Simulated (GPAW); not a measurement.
# YTiF5 (Immm) in GPAW: band structure with LDA

Aim: the band structure of YTiF5 with LDA.

Everything below comes from runs of GPAW 26.7.0. Logs are shortened: lines on timing, memory, paths and dates and some standing lists are left out, and cuts for length are marked. The log counts tension as positive stress, the text compression.

## (1) The structure

It takes space group Immm (No. 71, orthorhombic). Conventional cell: a = 4.191 Å, b = 6.956 Å, c = 8.431 Å, α = 90.00°, β = 90.00°, γ = 90.00°. Around Y (site symmetry mmm) lie 6 F at 2.10 to 2.22 Å. Around Ti (site symmetry mmm) lie 2 F at 2.02 Å. F (site symmetry mmm) has 2 Y at 2.10 Å as nearest neighbours. F (site symmetry mm2) has 1 Ti at 2.02 Å and 1 Y at 2.20 Å as nearest neighbours. Around F (site symmetry m2m) lie 1 Y at 2.22 Å and 2 Ti at 2.44 Å and 1 F at 2.52 Å.

The cell comes from a database or a generator and needn't be the stable form of this composition.

## (2) Band structure, LDA

File run.py:

```python
from ase import Atoms
from ase.dft.bandgap import bandgap
from ase.io import write
from ase.units import GPa
from gpaw import GPAW, PW

atoms = Atoms(['Y', 'Ti', 'F', 'F', 'F', 'F', 'F'],
              cell=[[-2.095541, 3.478001, 4.215559],
                    [2.095541, -3.478001, 4.215559],
                    [2.095541, 3.478001, -4.215559]],
              scaled_positions=[[0.5, 0.5, 0.0],
                                [0.0, 0.0, 0.0],
                                [0.5, 0.0, 0.5],
                                [0.76085, 0.76085, 0.0],
                                [0.23915, 0.23915, 0.0],
                                [0.181019, 0.5, 0.681019],
                                [0.818981, 0.5, 0.318981]],
              pbc=True)

calc = GPAW(mode=PW(800),
            xc='LDA',
            kpts={'size': (5, 5, 5), 'gamma': True},
            occupations={'name': 'fermi-dirac', 'width': 0.05},
            nbands=51,
            convergence={'density': 1e-05, 'energy': 1e-05},
            maxiter=150,
            txt='gpaw.txt')
atoms.calc = calc
energy = atoms.get_potential_energy()
forces = atoms.get_forces()
stress = atoms.get_stress()
calc.write('gs.gpw')
write('result.traj', atoms)
print(f'Energy: {energy:.6f} eV')
print('Forces (eV/A):')
print(forces.round(4))
print('Stress (GPa):', (stress / GPa).round(3))
print('Fermi level:', round(calc.get_fermi_level(), 4), 'eV')
print(f'Gap: {bandgap(calc)[0]:.4f} eV, direct: {bandgap(calc, direct=True)[0]:.4f} eV')

path = atoms.cell.bandpath('GXLTWRX1ZGYSW,L1Y,Y1Z', npoints=100, eps=1e-4)
bs_calc = calc.fixed_density(kpts=path, symmetry='off', nbands=77,
                             convergence={'bands': 'CBM+6.0', 'eigenstates': 1e-6}, txt='bands.txt')
bs = bs_calc.band_structure()
bs.write('bs.json')
print(f'Gap on the path: {bandgap(bs_calc)[0]:.4f} eV')
```

Potentials or basis: the program's PAW data sets (release 1.2.1) made for this functional, pw.

On the command line:

```console
OMP_NUM_THREADS=1 python run.py
```

gpaw.txt:

```text
__  _  _
 | _ |_)|_||  |
 |__||  | ||/\| - 26.7.0

Input parameters:
  mode=PW(ecut=800.0),
  convergence={'density': 1e-05, 'energy': 1e-05},
  kpts=MonkhorstPack(size=(5, 5, 5), gamma=True),
  maxiter=150,
  nbands=51,
  occupations=Occupations(name='fermi-dirac', width=0.05),
  xc=XC(name='LDA')

Diagonalizing LCAO Hamiltonian
Converting LCAO to pw mode

       F
         F

       Y

       F  F
             F
       Ti

Atoms  # Å, Bohr magnetons
|   | symbol |         x |         y |        z |    initial magnetic moments |
|---|--------|-----------|-----------|----------|-----------------------------|
| 0 |      Y |  0.000000 |  0.000000 | 4.215559 | ( 0.0000,  0.0000,  0.0000) |
| 1 |     Ti |  0.000000 |  0.000000 | 0.000000 | ( 0.0000,  0.0000,  0.0000) |
| 2 |      F |  0.000000 |  3.478001 | 0.000000 | ( 0.0000,  0.0000,  0.0000) |
| 3 |      F | -0.000000 | -0.000000 | 6.414816 | ( 0.0000,  0.0000,  0.0000) |
| 4 |      F | -0.000000 |  0.000000 | 2.016302 | ( 0.0000,  0.0000,  0.0000) |
| 5 |      F |  2.095541 |  1.259169 | 0.000000 | ( 0.0000,  0.0000,  0.0000) |
| 6 |      F |  0.000000 |  2.218832 | 4.215559 | ( 0.0000,  0.0000,  0.0000) |

Unit cell  # Å
| periodic |         x |         y |         z |  lengths |     angles |
|----------|-----------|-----------|-----------|----------|------------|
|      yes | -2.095541 |  3.478001 |  4.215559 | 5.853095 | 138.042372 |
|      yes |  2.095541 | -3.478001 |  4.215559 | 5.853095 | 107.086516 |
|      yes |  2.095541 |  3.478001 | -4.215559 | 5.853095 |  87.853494 |

Number of symmetries: 8
Symmetry operations  # r_c * U_cc + t_c -> r_c
|   | kind |            matrix            |
|---|------|------------------------------|
| 0 |  σ   |  1, 1, 1,  0, 0,-1,  0,-1, 0 |
| 1 |  E   |  1, 0, 0,  0, 1, 0,  0, 0, 1 |
| 2 |  C2  |  0, 1, 0,  1, 0, 0, -1,-1,-1 |
| 3 |  C2  |  0, 0, 1, -1,-1,-1,  1, 0, 0 |
| 4 |  σ   |  0, 0,-1,  1, 1, 1, -1, 0, 0 |
| 5 |  σ   |  0,-1, 0, -1, 0, 0,  1, 1, 1 |
| 6 |  i   | -1, 0, 0,  0,-1, 0,  0, 0,-1 |
| 7 |  C2  | -1,-1,-1,  0, 0, 1,  0, 1, 0 |

BZ-sampling:
  Number of BZ points: 125
  Number of IBZ points: 27

  Monkhorst-Pack size: [5, 5, 5]
  Monkhorst-Pack shift: [0, 0, 0]

K-points  # in reciprocal-cell coordinates
|     |                                coordinates |     weight |
|-----|--------------------------------------------|------------|
|   0 | (  0.00000000,   0.00000000,   0.00000000) | 0.00800000 |
|   1 | (  0.20000000,  -0.20000000,  -0.20000000) | 0.01600000 |
|   2 | (  0.20000000,  -0.20000000,   0.00000000) | 0.03200000 |
|   3 | (  0.20000000,  -0.20000000,   0.20000000) | 0.01600000 |
|   4 | (  0.20000000,   0.00000000,  -0.20000000) | 0.03200000 |
|   5 | (  0.20000000,   0.00000000,   0.00000000) | 0.03200000 |
|   6 | (  0.20000000,   0.20000000,  -0.20000000) | 0.01600000 |
|   7 | (  0.40000000,  -0.40000000,  -0.40000000) | 0.01600000 |
|   8 | (  0.40000000,  -0.40000000,  -0.20000000) | 0.03200000 |
|   9 | (  0.40000000,  -0.40000000,   0.00000000) | 0.03200000 |
| ... |                                            |            |
|  26 | (  0.40000000,   0.40000000,   0.40000000) | 0.06400000 |

Plane wave coefficients: 6336
Cutoff: 800.0 eV

Spin-components: 1 (collinear spins)
Bands:           51
Projectors:      37
Spin-degeneracy: 2
Datatype:        complex128

Parallelization:
  kpt:    1
  domain: 1
  band:   1

Density:
  Valence electrons: 58.0
  Components: 1
  Grid points: [40 40 40]
  Charge: 0.0  # |e|

Potential:
  Grid points: [40 40 40]

species:
  Y:
    name:    Yttrium
    Z:       39.0
    valence: 11
    core:    28
    charge:  0.0  # [|e|]
    compensation charges:
      type: gauss
      rc: 0.40  # [Å]
      lmax: 2
    cutoffs:
      filter: 2.39  # [Å]
      core: 1.70  # [Å]
    projectors
    | kind |    occ | energy [eV] | rcut [Å] |
    |------|--------|-------------|----------|
    |   4s |  2.000 |     -47.976 |    1.328 |
    |   5s |  2.000 |      -4.228 |    1.328 |
    |   4p |  6.000 |     -27.951 |    1.318 |
    |   5p |  0.000 |      -1.496 |    1.318 |
    |   4d |  1.000 |      -2.645 |    1.286 |
    |    d |        |      24.567 |    1.286 |

    Using partial waves for Y as LCAO basis

  Ti:
    name:    Titanium
    Z:       22.0
    valence: 12
    core:    10
    charge:  0.0  # [|e|]
    compensation charges:
      type: gauss
      rc: 0.38  # [Å]
      lmax: 2
    cutoffs:
      filter: 2.23  # [Å]
      core: 1.02  # [Å]
    projectors
    | kind |    occ | energy [eV] | rcut [Å] |
    |------|--------|-------------|----------|
    |   3s |  2.000 |     -62.257 |    1.270 |
    |   4s |  2.000 |      -4.593 |    1.270 |
    |   3p |  6.000 |     -38.791 |    1.058 |
    |   4p |  0.000 |      -1.536 |    1.058 |
    |   3d |  2.000 |      -4.463 |    1.058 |
    |    d |        |      22.748 |    1.058 |

    Using partial waves for Ti as LCAO basis

  F:
    name:    Fluorine
    Z:       9.0
    valence: 7
    core:    2
    charge:  0.0  # [|e|]
    compensation charges:
      type: gauss
      rc: 0.20  # [Å]
      lmax: 2
    cutoffs:
      filter: 1.14  # [Å]
      core: 0.74  # [Å]
    projectors
    | kind |    occ | energy [eV] | rcut [Å] |
    |------|--------|-------------|----------|
    |   2s |  2.000 |     -29.647 |    0.635 |
    |   2p |  5.000 |     -11.293 |    0.635 |
    |    s |        |      -2.435 |    0.635 |
    |    p |        |      15.918 |    0.635 |
    |    d |        |       0.000 |    0.635 |

    Using partial waves for F as LCAO basis

Reference energy: -128656.629443  # eV

eigensolver:
  PPCG
  Converge bands: occupied
  niter=2

density mixing:
  MSR1-Mixer
  Pratt-step length: 0.05
  Maximum mixing coefficient: 0.75
  Old densities: 10
  SVD Regularization: 0.005
  Good broyden scale: 1.0
  Trust region scale: 1.0
  Backstep threshold: 4.0
  History deletion threshold: 6.0
  Fourier metric: weight=20.0, sigma=0.015

occupation numbers:
  Fermi-Dirac:
    width: 0.0500  # eV

poisson solver:
  ecut: 6400.0  # eV

xc functional:
  name: None

convergence criteria:
- Maximum integral of absolute [dens]ity change: 1e-05 electrons / valence electron
- Maximum [total energy] change in last 3 cyles: 1e-05 eV / valence electron
- Maximum integral of absolute [eigenst]ate change: 4e-08 eV^2 / valence electron
maximum number of iterations: 150

SCF iterations
|iter     | |      energy | eigst |  dens |
|---------|-|-------------|-------|-------|
|iter:   1| |  -49.876682 | -0.13 |       |
|iter:   2| |  -49.072196 | -1.71 | -1.04 |
|iter:   3| |  -47.017821 | -0.58 | -1.09 |
|iter:   4| |  -47.039436 | -1.93 | -1.47 |
|iter:   5| |  -46.882546 | -2.65 | -1.63 |
|iter:   6| |  -46.898123 | -3.06 | -1.90 |
|iter:   7| |  -46.871380 | -3.91 | -2.01 |
|iter:   8| |  -46.872408 | -4.67 | -2.55 |
|iter:   9| |  -46.873402 | -5.39 | -3.18 |
|iter:  10| |  -46.873003 | -6.16 | -3.31 |
|iter:  11| |  -46.872749 | -7.02 | -3.74 |
|iter:  12| |  -46.872762c| -7.56c| -4.55 |
|iter:  13| |  -46.872774c| -7.93c| -5.01c|

Converged in 13 steps
Energy contributions relative to reference atoms: (reference = -128656.629443)

Energy contributions:
  Kinetic:          32.422667
  Coulomb:         -38.350025
  Zero:             -0.142495
  External:          0.000000
  Xc:              -40.746060
  Entropy:          -0.113724
  Spinorbit:         0.000000
  ----------------------------
  Free energy:     -46.929636
  Extrapolated:    -46.872774

dipole moment: (-33.200532, -34.392009, 14.925204)  # |e|*Ang

Fermi level: 4.074
Eigenvalues  # (at kpt = [0.000, 0.000, 0.000])
| band index |      eig [eV] | occ [0-2] |
|------------|---------------|-----------|
|          0 |       -53.895 |     2.000 |
|        ... |               |           |
|         21 |        -2.985 |     2.000 |
|         22 |        -2.939 |     2.000 |
|         23 |        -2.660 |     2.000 |
|         24 |        -2.476 |     2.000 |
|         25 |        -2.316 |     2.000 |
|         26 |        -1.872 |     2.000 |
[... 8 lines left out ...]
|         35 |         6.270 |     0.000 |
|         36 |         6.438 |     0.000 |
|        ... |               |           |
|         50 |        15.871 |     0.000 |

No gap
No difference between direct/indirect transitions

Forces  # eV/Ang
|        x |        y |        z |
|----------|----------|----------|
|  0.00000 |  0.00000 | -0.00000 |  # Y    0
|  0.00000 |  0.00000 | -0.00000 |  # Ti   1
|  0.00000 |  0.00000 |  0.00000 |  # F    2
|  0.00000 |  0.00000 |  0.64581 |  # F    3
|  0.00000 | -0.00000 | -0.64581 |  # F    4
|  0.00000 | -0.13841 |  0.00000 |  # F    5
| -0.00000 |  0.13841 | -0.00000 |  # F    6

Stress tensor  # eV/Ang^3
|         x |         y |        z |
|-----------|-----------|----------|
|  0.059671 | -0.000000 | 0.000000 |
| -0.000000 |  0.050052 | 0.000000 |
|  0.000000 |  0.000000 | 0.069855 |

# Writing to gs.gpw (mode='')
```

stdout:

```text
Energy: -46.872774 eV
Forces (eV/A):
[[ 0.      0.     -0.    ]
 [ 0.      0.     -0.    ]
 [ 0.      0.      0.    ]
 [ 0.      0.      0.6458]
 [ 0.     -0.     -0.6458]
 [ 0.     -0.1384  0.    ]
 [-0.      0.1384 -0.    ]]
Stress (GPa): [ 9.56   8.019 11.192  0.     0.    -0.   ]
Fermi level: 4.074 eV
Gap: 0.0000 eV, direct: 0.0000 eV
Gap on the path: 0.0000 eV
```

bands.txt:

```text
Diagonalizing LCAO Hamiltonian
Converting LCAO to pw mode
convergence criteria:
- Maximum integral of absolute [eigenst]ate change: 1e-06 eV^2 / valence electron
maximum number of iterations: 150

SCF iterations
|iter     | |      energy | eigst |  dens |
|---------|-|-------------|-------|-------|
|iter:   1| |             | +0.78 |       |
[... 105 lines left out ...]
         [ 0.33651741, -0.33651741,  0.50382735],
         [ 0.35743115, -0.35743115,  0.48291361],
         [ 0.37834489, -0.37834489,  0.46199986],
         [ 0.39925864, -0.39925864,  0.44108612],
         [ 0.42017238, -0.42017238,  0.42017238],
         [ 0.57982762,  0.42017238, -0.42017238],
         [ 0.53991381,  0.46008619, -0.46008619],
         [ 0.5       ,  0.5       , -0.5       ]])),
  maxiter=150,
  nbands=77,
  occupations=Occupations(name='fermi-dirac', width=0.05),
  symmetry=Symmetry(point_group=False, time_reversal=False),
  xc=XC(name='LDA')
```

Wall time 11 min (1 thread of Arm Neoverse V2, shared host); peak memory 1.5 GiB.

Results:

| Property | Result |
| --- | --- |
| Free energy | -46.9296 eV |
| Pressure | -9.6 GPa |
| Largest force | 0.646 eV/Å |
| Band gap along the path | none (metal or under the smearing width) |

Forces on the atoms (eV/Å):
```
Y    0.000  0.000  0.000
Ti   0.000  0.000  0.000
F    0.000  0.000  0.000
F    0.000  0.000  0.646
F    0.000  0.000 -0.646
F    0.000 -0.138  0.000
F    0.000  0.138  0.000
```

Stress tensor (GPa, compression positive):
```
 -9.56   0.00   0.00
  0.00  -8.02   0.00
  0.00   0.00 -11.19
```

Levels at the corners of the path, in eV from the Fermi level:
```csv
point,band 26,band 27,band 28,band 29,band 30,band 31,band 32,band 33
Γ,-6.39,-5.95,-5.88,-0.50,0.03,0.18,0.59,0.90
X,-6.25,-6.22,-5.95,-0.09,0.07,0.10,0.33,1.23
L,-6.26,-6.21,-6.09,-0.07,0.07,0.10,0.32,1.23
T,-6.56,-6.22,-6.15,-0.03,0.06,0.12,0.22,1.31
W,-6.50,-6.22,-6.15,-0.02,0.12,0.14,0.22,1.47
R,-6.21,-6.11,-5.96,-0.12,0.12,0.16,0.26,1.48
X1,-6.25,-6.22,-5.95,-0.09,0.07,0.10,0.33,1.23
Z,-6.51,-6.37,-5.90,-0.16,-0.04,0.14,0.75,0.89
Γ,-6.39,-5.95,-5.88,-0.50,0.03,0.18,0.59,0.90
Y,-6.48,-6.34,-6.05,-0.12,-0.03,0.14,0.79,0.90
S,-6.68,-6.35,-6.12,-0.01,0.07,0.22,0.94,0.95
W,-6.50,-6.22,-6.15,-0.02,0.12,0.14,0.22,1.47
L1,-6.26,-6.21,-6.09,-0.07,0.07,0.10,0.32,1.23
Y,-6.48,-6.34,-6.05,-0.12,-0.03,0.14,0.79,0.90
Y1,-6.48,-6.34,-6.05,-0.12,-0.03,0.14,0.79,0.90
Z,-6.51,-6.37,-5.90,-0.16,-0.04,0.14,0.75,0.89
```

Caveat: semilocal functionals often make such compounds metallic where correlation or magnetic order opens a gap, which also shifts bond lengths.
